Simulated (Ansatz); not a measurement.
# B2O in Ansatz: convergence with smearing width

Input of the first run (smearing width 0.3 eV); the others differ in this setting and in those tied to it:

The input input.yaml:

```yaml
crystal:
  lattice:
    - [2.879, 0.0, 0.0]
    - [-1.4395, 2.4932871375, 0.0]
    - [0.0, 0.0, 7.052]
  atoms:
    - { symbol: O, position: [0.3333333333, 0.6666666667, 0.694] }
    - { symbol: O, position: [0.6666666667, 0.3333333333, 0.306] }
    - { symbol: B, position: [0.3333333333, 0.6666666667, 0.977] }
    - { symbol: B, position: [0.6666666667, 0.3333333333, 0.023] }
    - { symbol: B, position: [0.0, 0.0, 0.62] }
    - { symbol: B, position: [0.0, 0.0, 0.38] }
hamiltonian:
  xc: pbe
  pseudopotentials: { kind: paw }
kpoints:
  mp_grid: { grid: [9, 9, 3] }
scf:
  occupations: { method: cold, width: 0.3 }
output:
  forces: true
  stress: true
  eigenvalues: true
```

Potentials or basis: Ansatz PAW.

Run with:

```console
$ ansatz run input.yaml --threads 2 --pin off --max-ram 5632MiB --backend cpu --events-out ev --progress --plain --runs-dir out
```

Hardware: 2 threads of Arm Neoverse V2 (shared host).

Q: The values tried are 0.3 eV, 0.2 eV, 0.15 eV, 0.1 eV, 0.05 eV, 0.025 eV, 0.01 eV, 0.005 eV, loosest first. From which on does the energy stay within 1 meV/atom of the tightest run that finished?

A: From 0.15 eV on.

```tsv
smearing width	energy less the tightest run, at zero smearing (meV/atom)	pressure (GPa)	largest force (eV/Å)	SCF cycles	CPU time (s)	peak memory (GiB)
0.3 eV	-1.82	-18.82	0.131	6	1.4	0.3
0.2 eV	-1.02	-18.82	0.127	6	1.5	0.29
0.15 eV	-0.72	-18.82	0.124	6	1.5	0.3
0.1 eV	-0.39	-18.82	0.134	7	1.5	0.29
0.05 eV	-0.08	-18.87	0.163	8	1.6	0.3
0.025 eV	-0.04	-18.91	0.179	9	1.6	0.3
0.01 eV	-0.01	-18.92	0.180	12	2	0.3
0.005 eV	0.00	-18.91	0.177	10	1.9	0.3
```

Against the tightest run, the pressure stays within 0.1 GPa from 0.3 eV on; the largest force stays within 0.005 eV/Å from 0.025 eV on. Narrower smearing needs a denser k mesh, so at a fixed mesh the narrowest width isn't the most accurate. The tightest run that finished is the yardstick and may itself not be fully converged.

Caveat, for the tightest run too: so large a pressure means that the cell lies far from this level's equilibrium, or that cutoff or potentials fall short; the pressure holds a Pulay correction of +0.7 GPa for the finite cutoff.
